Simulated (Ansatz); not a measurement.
# C2H2I: geometry optimisation in Python

What geometry does C2H2I take? Aim: a geometry optimisation, for C2H2I, run from a script.

All numbers are computed with Ansatz 0.2.0 through its Python package. Level of theory: PBE0+D4/def2-SVP.

**1. The system**

Bond lengths: C1–C2 1.307 Å, C2–I3 1.994 Å, C1–H4 1.006 Å, C2–H5 1.085 Å. Angles: C1–C2–I3 116.7°, C1–C2–H5 123.9°, I3–C2–H5 119.4°, C2–C1–H4 176.6°.

No structure file is read: the coordinates are typed or built in the script.

**2. The code**

File opt.py:

```python
import itertools

import ansatz as az
from ase import Atoms
from ase.data import atomic_numbers, covalent_radii
import numpy as np

params = {
    "basis": "def2-SVP",
    "functional": "pbe0",
    "vdw": "d4",
}

atoms = Atoms(["C", "C", "I", "H", "H"], positions=[
    [-0.5351, -0.7172, -0.1373],
    [0.0881, 0.4292, -0.0656],
    [1.8256, 0.4441, 0.9118],
    [-1.06, -1.5718, -0.2187],
    [-0.2687, 1.342, -0.5316],
])
mol = az.Crystal.molecule_from_ase(atoms)

calculation = (
    mol.calculation()
    .basis(gaussian=params["basis"])
    .functional(params["functional"], dispersion=params["vdw"])
    .spin("collinear", total=1)
)
symbols = [site.symbol for site in mol.cartesian_sites]
start = np.array([site.position_ang for site in mol.cartesian_sites], dtype=float)
summary = calculation.relax(force_tolerance=0.005, max_steps=100).run(threads=1).report
end = np.array(summary["positions_ang"])

print("reference energy %16.6f eV" % summary["reference_energy_ev"])
print("total energy     %16.6f eV" % summary["free_energy_ev"])
print("occupied orbitals outside the frozen core (up, down):", summary["n_occupied"], " frozen:", summary["n_frozen"], " virtual:", summary["n_virtual"])

radius = [covalent_radii[atomic_numbers[s]] for s in symbols]
span = lambda where, i, j: np.linalg.norm(where[i] - where[j])
bonded = [(i, j) for i, j in itertools.combinations(range(len(symbols)), 2) if min(span(start, i, j), span(end, i, j)) < 1.2 * (radius[i] + radius[j])]
print("pair        before    after (A)")
for i, j in bonded:
    print(f"{symbols[i]}{i}-{symbols[j]}{j}".ljust(10), f"{span(start, i, j):8.4f} {span(end, i, j):8.4f}")

charges = summary["charge_distribution"]
print("dipole moment", round(4.803205 * float(np.linalg.norm(charges["dipole_moment_e_ang"])), 3), "D")
print("Mulliken:", [(s, round(q, 3)) for s, q in zip(symbols, charges["mulliken_charges_e"])])
with open("c2h2i_opt.xyz", "w") as handle:
    handle.write(f"{len(symbols)}\nrelaxed C2H2I\n")
    handle.writelines(f"{s:2s} {x:11.6f} {y:11.6f} {z:11.6f}\n" for s, (x, y, z) in zip(symbols, end))
```

**3. Launch**

Command:

```console
$ python opt.py
```

**Question.** What results will this script give? Wanted: total energy; dipole moment; <S²> of the mean field; moves of the relaxation; energy gained; last largest force component.

**Answer**, as computed:

| quantity | value |
| --- | --- |
| total energy | -10200.6084 eV |
| dipole moment | 0.92 D |
| <S²> of the mean field (pure state) | 0.770 (0.75) |
| moves of the relaxation | 11 |
| energy gained | 0.526 eV |
| last largest force component | 0.0006 eV/Å |

In words: After 11 moves the largest shift is 0.284 Å, of atom 4 (H). What to keep in mind:
- The end point is the stationary point reached from this start; no frequency run checks that it is a minimum, and the basis set is modest.
- def2 sets replace the cores of elements past krypton by effective core potentials.
- The species is open-shell (spin multiplicity 2).
- Total less reference energy is the dispersion correction.
